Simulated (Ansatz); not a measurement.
# CH₇AlGeS: up Jacob's ladder to CCSD(T)

Aim: compute CH₇AlGeS with functionals from several rungs and with coupled cluster. The yardstick is the atomisation energy at the CCSD(T) limit.

The runs use Ansatz 0.2.0, Gaussian basis; functionals in def2-TZVPP, the program's frozen cores in correlated methods.

Levels to be run: LDA (SPW92), PBE-D4, revPBE-D4, BLYP-D4, r2SCAN-D4, B97M-V, PBE0-D4, B3LYP-D4, r2SCANh-D4, r2SCAN0-D4, HSE06-D4, BHLYP-D4, CAM-B3LYP-D4, LC-ωPBE, ωB97X-V, ωB97M-V, B2PLYP, PBE-QIDH; CCSD(T)/def2-SVP; CCSD(T)/def2-TZVPP; MP2/def2-QZVPP; extrapolation to the limit; RPA on PBE.

**1. Structure used throughout**

An earlier PBE0-D4 in a triple-zeta def2 set relaxation fixed the geometry.

SMILES `[CH3][AlH][S][GeH3]`, 11 atoms, charge 0, spin multiplicity 1.

Atoms are counted from 1 here; the program's logs count them from 0.

Bond lengths: C1–Al2 1.948 Å, C1–H5 1.093 Å, C1–H6 1.095 Å, C1–H7 1.095 Å, Al2–S3 2.185 Å, Al2–H8 1.583 Å, S3–Ge4 2.224 Å, Ge4–H9 1.537 Å, Ge4–H10 1.534 Å, Ge4–H11 1.537 Å. Angles: Al2–C1–H5 111.4°, Al2–C1–H6 111.4°, Al2–C1–H7 111.4°, H5–C1–H6 107.8°, H5–C1–H7 107.8°, H6–C1–H7 106.7°, C1–Al2–S3 121.2°, C1–Al2–H8 124.3°, S3–Al2–H8 114.5°, Al2–S3–Ge4 101.1°, S3–Ge4–H9 110.6°, S3–Ge4–H10 106.1°, S3–Ge4–H11 110.6°, H9–Ge4–H10 110.0°, H9–Ge4–H11 109.5°, H10–Ge4–H11 110.0°.

Geometry (Å):

```
C    -1.6196    0.5505    0.0047
Al   -0.8950   -0.9533    1.0085
S     1.2141   -1.5030    0.8614
Ge    1.9590    0.0313   -0.5656
H    -2.6896    0.6752    0.1890
H    -1.1220    1.4876    0.2743
H    -1.4782    0.4174   -1.0726
H    -1.7452   -1.8696    1.9794
H     1.7478    1.4444    0.0021
H     3.4577   -0.2454   -0.7437
H     1.2362   -0.0920   -1.9169
```

**2. LDA**

This LDA is Slater exchange with PW92 correlation.

The input, in.yaml:

```yaml
crystal:
  periodic: [false, false, false]
  atoms:
    - {symbol: C, position_ang: [-1.619553, 0.550544, 0.004750]}
    - {symbol: Al, position_ang: [-0.894997, -0.953334, 1.008544]}
    - {symbol: S, position_ang: [1.214137, -1.502979, 0.861375]}
    - {symbol: Ge, position_ang: [1.958972, 0.031296, -0.565590]}
    - {symbol: H, position_ang: [-2.689550, 0.675188, 0.189010]}
    - {symbol: H, position_ang: [-1.121960, 1.487595, 0.274267]}
    - {symbol: H, position_ang: [-1.478230, 0.417431, -1.072554]}
    - {symbol: H, position_ang: [-1.745205, -1.869627, 1.979443]}
    - {symbol: H, position_ang: [1.747774, 1.444399, 0.002102]}
    - {symbol: H, position_ang: [3.457678, -0.245390, -0.743731]}
    - {symbol: H, position_ang: [1.236234, -0.092023, -1.916916]}
basis:
  gaussian: {orbitals: def2-TZVPP}
hamiltonian: {xc: lda}
output: {orbitals: {seedname: orbitals}}
```

Command:

```bash
$ ansatz run in.yaml --threads 4 --pin off --events-out ev --progress --plain --max-ram 10444MiB
```

After this run come: PBE-D4 (GGA); revPBE-D4 (GGA); BLYP-D4 (GGA); r2SCAN-D4 (meta-GGA); B97M-V (meta-GGA); B3LYP-D4 (hybrid); r2SCANh-D4 (hybrid); r2SCAN0-D4 (hybrid); HSE06-D4 (hybrid); BHLYP-D4 (hybrid); CAM-B3LYP-D4 (range-separated); LC-ωPBE (range-separated); ωB97X-V (range-separated); ωB97M-V (range-separated); B2PLYP (double hybrid); PBE-QIDH (double hybrid); CCSD(T) in def2-SVP; CCSD(T) in def2-TZVPP; MP2 in def2-QZVPP; RPA on PBE orbitals.

**Question.** What will the summary of the whole plan be? Wanted: atomisation energy, CCSD(T)/CBS; farthest beyond LDA; mean size of error, GGA; mean size of error, meta-GGA; mean size of error, hybrid; mean size of error, range-separated; mean size of error, double hybrid; gap, smallest and largest; T1 diagnostic.

**Answer**, as computed:

```
                               quantity                                                                                value
        atomisation energy, CCSD(T)/CBS                                                                        3413.0 kJ/mol
 functionals within 34.1 kJ/mol (1.0 %)  PBE-D4, r2SCAN-D4, B3LYP-D4, r2SCANh-D4, r2SCAN0-D4, CAM-B3LYP-D4, ωB97X-V, ωB97M-V
                    farthest beyond LDA                                                             revPBE-D4 (-82.2 kJ/mol)
                mean size of error, GGA                                                                          57.1 kJ/mol
           mean size of error, meta-GGA                                                                          25.0 kJ/mol
             mean size of error, hybrid                                                                          34.3 kJ/mol
    mean size of error, range-separated                                                                          22.5 kJ/mol
      mean size of error, double hybrid                                                                          50.6 kJ/mol
              gap, smallest and largest                                            4.43 eV (LDA (SPW92)), 11.11 eV (LC-ωPBE)
                          T1 diagnostic                                                                               0.0111
triples share of the correlation energy                                                                                3.8 %
```

What this shows: LDA overbinds by 380.6 kJ/mol (11 %). PBE-D4 is off by -20.9 kJ/mol. Double hybrids carry the basis error of their MP2 part in triple zeta, and no dispersion term here, so their miss is partly the set-up's. The rungs range-separated, meta-GGA miss on average by less than the doubt on the reference (34.1 kJ/mol), so they tie. The reference freezes the cores and leaves out relativity and excitations past (T), and its outer-core shells are covered unevenly, so misses under about 34.1 kJ/mol can't be ranked. Hartree-Fock recovers 75 % of the binding; the rest is correlation. CCSD(T) in def2-SVP is off by -207.4 kJ/mol, worse than the median functional, from the basis alone. Orbital gaps span 4.4 to 11.1 eV; exact exchange widens them. Correlated methods include outer-core shells of Ge, which these sets cover unevenly.
